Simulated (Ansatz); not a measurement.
Born–Oppenheimer molecular dynamics of a periodic cell of 16 atoms, Li (start crystal Li, start structure bcc, volume 1.05 times the crystal's). It starts from a structure without forces on its atoms.

Level of theory: DFT PBE, scalar-relativistic, plane waves, PAW in Ansatz 0.2.0. Settings: accuracy low, cutoff 420 eV, k mesh 3x3x3, fermi-dirac smearing 0.16 eV, no spin polarisation.

```json
{
 "ensemble": "NVT, Langevin thermostat",
 "time step": "1 fs",
 "steps asked": "80",
 "set temperature": "1800 K",
 "friction": "0.02 /fs",
 "seed": "22920"
}
```

Frames 1 fs apart, positions in Å, forces in eV/Å.

Velocities at 40.0 fs (Å/ps):

```
Li 16.21 2.82 -14.99
Li -17.20 -2.76 -28.51
Li 0.79 -19.86 -20.41
Li -22.17 -8.27 -0.46
Li -5.43 9.68 -19.89
Li -20.81 -5.29 -1.57
Li -4.00 -17.02 -16.31
Li -4.61 -33.83 14.41
Li -8.45 -3.44 -0.07
Li -5.65 -1.80 -11.10
Li -10.28 -18.23 10.72
Li -20.76 6.04 14.31
Li 3.20 4.40 20.30
Li -0.78 1.85 19.50
Li 2.24 -4.95 5.60
Li -13.43 11.30 -3.46
```

```xyz
16
Lattice="7.0944 0.0000 0.0000 0.0000 7.0944 0.0000 0.0000 0.0000 7.0944" Properties=species:S:1:pos:R:3:forces:R:3 time_fs=40.0 energy_less_start_eV=1.919 T=1493
Li 0.401 0.548 -0.589 -0.27 -0.38 0.33
Li 3.745 -0.292 -0.244 -0.31 -0.08 -0.12
Li -0.198 3.543 0.071 -0.07 -0.22 0.04
Li -0.245 -0.451 3.104 0.23 0.19 0.69
Li 1.194 1.519 2.022 0.55 0.30 -0.25
Li 3.649 2.866 0.310 -0.35 0.20 0.02
Li 3.686 -0.023 3.358 -0.25 -0.04 0.18
Li 5.544 1.024 1.610 -0.20 0.50 -0.26
Li -0.481 3.148 3.715 0.16 0.09 -0.46
Li 1.344 5.506 1.556 0.43 -0.25 -0.12
Li 1.806 1.597 4.764 0.05 0.00 0.12
Li 3.342 3.656 4.034 0.32 0.16 -0.38
Li 5.060 5.268 1.772 0.01 -0.49 -0.15
Li 5.183 1.782 5.377 -0.01 -0.25 -0.09
Li 1.310 4.969 5.259 0.52 0.15 0.04
Li 5.899 5.367 5.070 -0.82 0.11 0.41
16
Lattice="7.0944 0.0000 0.0000 0.0000 7.0944 0.0000 0.0000 0.0000 7.0944" Properties=species:S:1:pos:R:3:forces:R:3 time_fs=41.0 energy_less_start_eV=1.948 T=1471
Li 0.418 0.550 -0.603 -0.31 -0.41 0.38
Li 3.727 -0.295 -0.271 -0.29 -0.09 -0.08
Li -0.199 3.522 0.051 -0.07 -0.19 0.06
Li -0.265 -0.457 3.107 0.32 0.20 0.71
Li 1.191 1.528 2.004 0.53 0.27 -0.21
Li 3.629 2.862 0.311 -0.33 0.19 0.03
Li 3.684 -0.038 3.346 -0.29 -0.01 0.22
Li 5.538 0.988 1.624 -0.21 0.56 -0.33
Li -0.490 3.145 3.717 0.17 0.08 -0.45
Li 1.337 5.505 1.544 0.41 -0.24 -0.11
Li 1.797 1.579 4.778 0.09 0.04 0.04
Li 3.325 3.660 4.050 0.34 0.14 -0.38
Li 5.063 5.272 1.795 -0.02 -0.55 -0.22
Li 5.183 1.783 5.397 -0.02 -0.26 -0.11
Li 1.311 4.963 5.266 0.47 0.16 0.03
Li 5.885 5.377 5.069 -0.79 0.09 0.42
16
Lattice="7.0944 0.0000 0.0000 0.0000 7.0944 0.0000 0.0000 0.0000 7.0944" Properties=species:S:1:pos:R:3:forces:R:3 time_fs=42.0 energy_less_start_eV=1.988 T=1506
Li 0.435 0.548 -0.617 -0.35 -0.43 0.43
Li 3.709 -0.301 -0.298 -0.27 -0.10 -0.04
Li -0.200 3.500 0.030 -0.08 -0.17 0.09
Li -0.284 -0.458 3.112 0.41 0.20 0.74
Li 1.188 1.536 1.988 0.51 0.25 -0.18
Li 3.608 2.862 0.315 -0.31 0.19 0.04
Li 3.682 -0.053 3.336 -0.33 0.01 0.25
Li 5.532 0.951 1.638 -0.22 0.63 -0.41
Li -0.500 3.140 3.721 0.17 0.08 -0.44
Li 1.328 5.506 1.535 0.39 -0.23 -0.10
Li 1.790 1.563 4.793 0.13 0.07 -0.04
Li 3.313 3.665 4.067 0.35 0.12 -0.38
Li 5.065 5.276 1.821 -0.04 -0.61 -0.28
Li 5.185 1.782 5.419 -0.03 -0.26 -0.14
Li 1.310 4.956 5.277 0.44 0.17 0.03
Li 5.873 5.386 5.072 -0.76 0.08 0.42
16
Lattice="7.0944 0.0000 0.0000 0.0000 7.0944 0.0000 0.0000 0.0000 7.0944" Properties=species:S:1:pos:R:3:forces:R:3 time_fs=43.0 energy_less_start_eV=2.038 T=1514
Li 0.455 0.541 -0.632 -0.40 -0.45 0.49
Li 3.692 -0.312 -0.325 -0.26 -0.10 0.00
Li -0.201 3.479 0.009 -0.08 -0.15 0.12
Li -0.300 -0.454 3.113 0.50 0.19 0.79
Li 1.183 1.544 1.973 0.50 0.24 -0.15
Li 3.583 2.865 0.321 -0.29 0.18 0.04
Li 3.681 -0.069 3.325 -0.37 0.04 0.29
Li 5.527 0.916 1.651 -0.23 0.70 -0.50
Li -0.508 3.133 3.724 0.17 0.08 -0.42
Li 1.321 5.507 1.527 0.37 -0.23 -0.09
Li 1.781 1.548 4.809 0.18 0.12 -0.12
Li 3.302 3.672 4.082 0.36 0.09 -0.37
Li 5.067 5.279 1.847 -0.06 -0.68 -0.34
Li 5.189 1.779 5.444 -0.05 -0.26 -0.16
Li 1.311 4.950 5.290 0.40 0.17 0.01
Li 5.861 5.396 5.074 -0.73 0.06 0.42
16
Lattice="7.0944 0.0000 0.0000 0.0000 7.0944 0.0000 0.0000 0.0000 7.0944" Properties=species:S:1:pos:R:3:forces:R:3 time_fs=44.0 energy_less_start_eV=2.090 T=1725
Li 0.474 0.533 -0.647 -0.45 -0.48 0.55
Li 3.676 -0.328 -0.353 -0.24 -0.10 0.03
Li -0.203 3.454 -0.014 -0.08 -0.11 0.14
Li -0.314 -0.450 3.117 0.57 0.18 0.83
Li 1.178 1.551 1.955 0.48 0.22 -0.12
Li 3.555 2.869 0.325 -0.27 0.17 0.04
Li 3.684 -0.082 3.313 -0.42 0.07 0.34
Li 5.519 0.883 1.661 -0.23 0.76 -0.58
Li -0.514 3.126 3.727 0.16 0.08 -0.41
Li 1.315 5.506 1.521 0.36 -0.23 -0.09
Li 1.773 1.533 4.829 0.24 0.17 -0.22
Li 3.293 3.681 4.098 0.36 0.07 -0.37
Li 5.069 5.279 1.871 -0.08 -0.74 -0.39
Li 5.193 1.772 5.468 -0.07 -0.26 -0.18
Li 1.314 4.947 5.301 0.36 0.17 0.00
Li 5.848 5.408 5.080 -0.69 0.04 0.41
16
Lattice="7.0944 0.0000 0.0000 0.0000 7.0944 0.0000 0.0000 0.0000 7.0944" Properties=species:S:1:pos:R:3:forces:R:3 time_fs=45.0 energy_less_start_eV=2.138 T=1639
Li 0.491 0.530 -0.662 -0.50 -0.52 0.61
Li 3.662 -0.348 -0.382 -0.24 -0.10 0.07
Li -0.209 3.427 -0.044 -0.07 -0.08 0.18
Li -0.325 -0.446 3.125 0.63 0.18 0.86
Li 1.174 1.557 1.934 0.46 0.20 -0.09
Li 3.528 2.873 0.325 -0.25 0.17 0.03
Li 3.685 -0.095 3.300 -0.47 0.09 0.38
Li 5.508 0.851 1.666 -0.22 0.82 -0.64
Li -0.517 3.124 3.728 0.15 0.07 -0.39
Li 1.308 5.501 1.519 0.34 -0.23 -0.09
Li 1.767 1.519 4.850 0.29 0.22 -0.31
Li 3.287 3.693 4.116 0.37 0.04 -0.36
Li 5.070 5.276 1.892 -0.08 -0.80 -0.43
Li 5.194 1.763 5.488 -0.08 -0.26 -0.21
Li 1.317 4.945 5.311 0.32 0.17 0.00
Li 5.834 5.422 5.091 -0.65 0.02 0.40
16
Lattice="7.0944 0.0000 0.0000 0.0000 7.0944 0.0000 0.0000 0.0000 7.0944" Properties=species:S:1:pos:R:3:forces:R:3 time_fs=46.0 energy_less_start_eV=2.186 T=1641
Li 0.507 0.531 -0.678 -0.55 -0.56 0.68
Li 3.647 -0.367 -0.412 -0.23 -0.10 0.11
Li -0.216 3.401 -0.075 -0.06 -0.04 0.21
Li -0.333 -0.440 3.138 0.67 0.17 0.87
Li 1.172 1.563 1.914 0.44 0.19 -0.06
Li 3.501 2.876 0.320 -0.23 0.16 0.03
Li 3.683 -0.108 3.288 -0.52 0.11 0.42
Li 5.496 0.821 1.670 -0.21 0.86 -0.70
Li -0.523 3.124 3.728 0.15 0.06 -0.37
Li 1.303 5.492 1.516 0.31 -0.22 -0.08
Li 1.762 1.506 4.867 0.35 0.28 -0.41
Li 3.282 3.708 4.138 0.38 0.01 -0.36
Li 5.065 5.272 1.912 -0.08 -0.84 -0.46
Li 5.194 1.751 5.505 -0.10 -0.26 -0.23
Li 1.317 4.943 5.318 0.28 0.18 -0.01
Li 5.819 5.435 5.105 -0.61 0.00 0.38
16
Lattice="7.0944 0.0000 0.0000 0.0000 7.0944 0.0000 0.0000 0.0000 7.0944" Properties=species:S:1:pos:R:3:forces:R:3 time_fs=47.0 energy_less_start_eV=2.238 T=1661
Li 0.523 0.533 -0.694 -0.60 -0.60 0.74
Li 3.630 -0.385 -0.443 -0.22 -0.09 0.14
Li -0.221 3.374 -0.105 -0.05 -0.01 0.24
Li -0.337 -0.430 3.154 0.71 0.16 0.87
Li 1.170 1.572 1.895 0.42 0.17 -0.04
Li 3.473 2.876 0.310 -0.20 0.16 0.03
Li 3.680 -0.120 3.275 -0.56 0.13 0.46
Li 5.482 0.793 1.675 -0.19 0.90 -0.76
Li -0.528 3.121 3.727 0.14 0.06 -0.35
Li 1.299 5.482 1.510 0.29 -0.21 -0.07
Li 1.756 1.492 4.882 0.41 0.34 -0.51
Li 3.278 3.721 4.160 0.38 -0.02 -0.36
Li 5.058 5.267 1.931 -0.06 -0.88 -0.49
Li 5.196 1.741 5.520 -0.12 -0.27 -0.26
Li 1.317 4.939 5.324 0.24 0.18 -0.01
Li 5.806 5.449 5.118 -0.58 -0.02 0.36
16
Lattice="7.0944 0.0000 0.0000 0.0000 7.0944 0.0000 0.0000 0.0000 7.0944" Properties=species:S:1:pos:R:3:forces:R:3 time_fs=48.0 energy_less_start_eV=2.299 T=1839
Li 0.541 0.534 -0.707 -0.66 -0.64 0.81
Li 3.612 -0.405 -0.473 -0.21 -0.09 0.17
Li -0.225 3.349 -0.135 -0.04 0.03 0.27
Li -0.338 -0.421 3.173 0.73 0.16 0.86
Li 1.168 1.581 1.875 0.40 0.15 -0.01
Li 3.442 2.877 0.300 -0.18 0.15 0.03
Li 3.674 -0.133 3.265 -0.60 0.15 0.49
Li 5.467 0.762 1.683 -0.17 0.93 -0.81
Li -0.531 3.117 3.729 0.14 0.06 -0.34
Li 1.292 5.472 1.502 0.26 -0.19 -0.07
Li 1.753 1.476 4.898 0.47 0.40 -0.61
Li 3.275 3.733 4.183 0.39 -0.04 -0.36
Li 5.053 5.260 1.952 -0.05 -0.92 -0.50
Li 5.197 1.734 5.533 -0.14 -0.29 -0.27
Li 1.317 4.934 5.332 0.20 0.19 -0.01
Li 5.794 5.464 5.133 -0.54 -0.04 0.35
16
Lattice="7.0944 0.0000 0.0000 0.0000 7.0944 0.0000 0.0000 0.0000 7.0944" Properties=species:S:1:pos:R:3:forces:R:3 time_fs=49.0 energy_less_start_eV=2.369 T=1872
Li 0.556 0.536 -0.721 -0.73 -0.69 0.89
Li 3.595 -0.422 -0.502 -0.21 -0.08 0.21
Li -0.230 3.326 -0.166 -0.03 0.06 0.30
Li -0.336 -0.412 3.195 0.75 0.15 0.84
Li 1.167 1.592 1.857 0.37 0.13 0.02
Li 3.406 2.880 0.293 -0.15 0.15 0.03
Li 3.665 -0.147 3.258 -0.64 0.16 0.52
Li 5.452 0.730 1.689 -0.14 0.96 -0.86
Li -0.534 3.114 3.734 0.14 0.06 -0.33
Li 1.286 5.463 1.492 0.24 -0.18 -0.06
Li 1.748 1.457 4.915 0.54 0.47 -0.71
Li 3.271 3.743 4.208 0.40 -0.07 -0.36
Li 5.048 5.254 1.972 -0.03 -0.96 -0.52
Li 5.197 1.727 5.544 -0.17 -0.30 -0.28
Li 1.315 4.927 5.341 0.17 0.20 -0.02
Li 5.783 5.479 5.151 -0.51 -0.06 0.33
16
Lattice="7.0944 0.0000 0.0000 0.0000 7.0944 0.0000 0.0000 0.0000 7.0944" Properties=species:S:1:pos:R:3:forces:R:3 time_fs=50.0 energy_less_start_eV=2.445 T=1928
Li 0.568 0.538 -0.738 -0.79 -0.74 0.97
Li 3.578 -0.439 -0.528 -0.20 -0.08 0.24
Li -0.231 3.303 -0.198 -0.03 0.08 0.34
Li -0.330 -0.404 3.218 0.75 0.16 0.81
Li 1.166 1.606 1.839 0.34 0.11 0.04
Li 3.369 2.885 0.283 -0.11 0.15 0.02
Li 3.655 -0.163 3.254 -0.67 0.18 0.54
Li 5.437 0.700 1.690 -0.11 0.99 -0.88
Li -0.539 3.112 3.742 0.14 0.05 -0.33
Li 1.282 5.457 1.482 0.22 -0.17 -0.05
Li 1.744 1.435 4.931 0.61 0.54 -0.82
Li 3.263 3.753 4.237 0.41 -0.09 -0.37
Li 5.042 5.250 1.992 -0.01 -1.00 -0.52
Li 5.195 1.717 5.551 -0.20 -0.31 -0.28
Li 1.311 4.918 5.352 0.14 0.21 -0.03
Li 5.771 5.494 5.167 -0.48 -0.08 0.32
16
Lattice="7.0944 0.0000 0.0000 0.0000 7.0944 0.0000 0.0000 0.0000 7.0944" Properties=species:S:1:pos:R:3:forces:R:3 time_fs=51.0 energy_less_start_eV=2.522 T=1944
Li 0.580 0.538 -0.755 -0.86 -0.78 1.06
Li 3.560 -0.455 -0.555 -0.20 -0.07 0.27
Li -0.232 3.281 -0.229 -0.03 0.11 0.37
Li -0.318 -0.394 3.243 0.72 0.16 0.77
Li 1.162 1.621 1.825 0.31 0.09 0.06
Li 3.332 2.891 0.272 -0.08 0.14 0.02
Li 3.646 -0.178 3.249 -0.69 0.20 0.57
Li 5.423 0.674 1.689 -0.07 1.00 -0.89
Li -0.548 3.110 3.753 0.15 0.05 -0.33
Li 1.276 5.452 1.473 0.20 -0.16 -0.05
Li 1.743 1.411 4.947 0.69 0.62 -0.93
Li 3.252 3.765 4.266 0.42 -0.12 -0.38
Li 5.036 5.248 2.010 0.01 -1.03 -0.53
Li 5.193 1.702 5.558 -0.23 -0.32 -0.28
Li 1.308 4.910 5.363 0.10 0.23 -0.03
Li 5.758 5.510 5.184 -0.45 -0.10 0.30
```

Of the whole run (80 fs, mean temperature of the second half 1842 K): A run of 0.08 ps of so small a system gives no equilibrium averages. Limits of this set-up: coarse k mesh, low accuracy level.

The run took 16 min on 1 thread of Arm Neoverse V1, with other jobs on the host, peak memory 0.62 GiB.
